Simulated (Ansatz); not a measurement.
# AlH5Se, SMILES [AlH3-][SeH2+]: a relaxed scan of one distance

With Ansatz 0.2.0, Python API.

Run as a notebook:

In [1]:
```python
import warnings

import ansatz as az
import numpy as np
```

In [2]:
```python
BASIS_SET = "def2-SVP"
FUNCTIONAL = "pbe"

warnings.simplefilter("ignore", az.DeckWarning)

geometry_ang = [
    ("Al", (-0.4861, -0.5687, -0.4375)),
    ("Se", (1.0019, 0.1753, 1.254)),
    ("H", (-0.482, -2.1074, -0.6378)),
    ("H", (-1.9443, -0.1013, -0.0296)),
    ("H", (-0.1564, 0.179, -1.8472)),
    ("H", (1.8881, 0.8736, 0.1955)),
    ("H", (0.24, 1.4816, 1.4569)),
]
geometry = az.Crystal.molecule()
for symbol, xyz in geometry_ang:
    geometry = geometry.atom(symbol, xyz)
```

In [3]:
```python
calc = (
    geometry.calculation()
    .basis(gaussian=BASIS_SET)
    .functional(FUNCTIONAL)
)
symbols = [site.symbol for site in geometry.cartesian_sites]
pairs = [(0, 1), (0, 2), (0, 3), (0, 4), (1, 5), (1, 6)]
print("held (A)   E (eV)        ", "  ".join(f"{symbols[i]}{i}-{symbols[j]}{j}" for i, j in pairs))
for length in [1.42, 1.55, 1.67, 1.86, 2.09]:
    r = calc.relax(constraints=[az.DistanceConstraint((1, 5), at=length)], force_tolerance=0.02, max_steps=60).run(threads=1).report
    xyz = np.array(r["positions_ang"])
    print(f"{length:6.2f} {r['free_energy_ev']:14.5f}  ", "  ".join(f"{np.linalg.norm(xyz[i] - xyz[j]):.3f}" for i, j in pairs))
```
```text
held (A)   E (eV)         Al0-Se1  Al0-H2  Al0-H3  Al0-H4  Se1-H5  Se1-H6
  1.42   -72003.26265   2.695  1.610  1.610  1.610  1.420  1.486
  1.55   -72003.27598   2.690  1.610  1.611  1.609  1.550  1.487
  1.67   -72003.05626   2.680  1.609  1.613  1.609  1.670  1.487
  1.86   -72002.51026   2.631  1.607  1.623  1.606  1.860  1.488
  2.09   -72001.82142   2.543  1.600  1.662  1.600  2.090  1.486
```

Caveats:
- Total energies depend on the basis set; only differences at equal settings carry meaning.
- The energies are electronic: no zero-point or thermal terms, and the basis set is short of its limit.
- The script silences the warnings on its input, which a real study should read.
- Wall time of the script: 100 s on 1 thread of Arm Neoverse V1, with other jobs on the host, peak memory 0.2 GiB.

(Lines on the test bed's own set-up are left out of the output.)
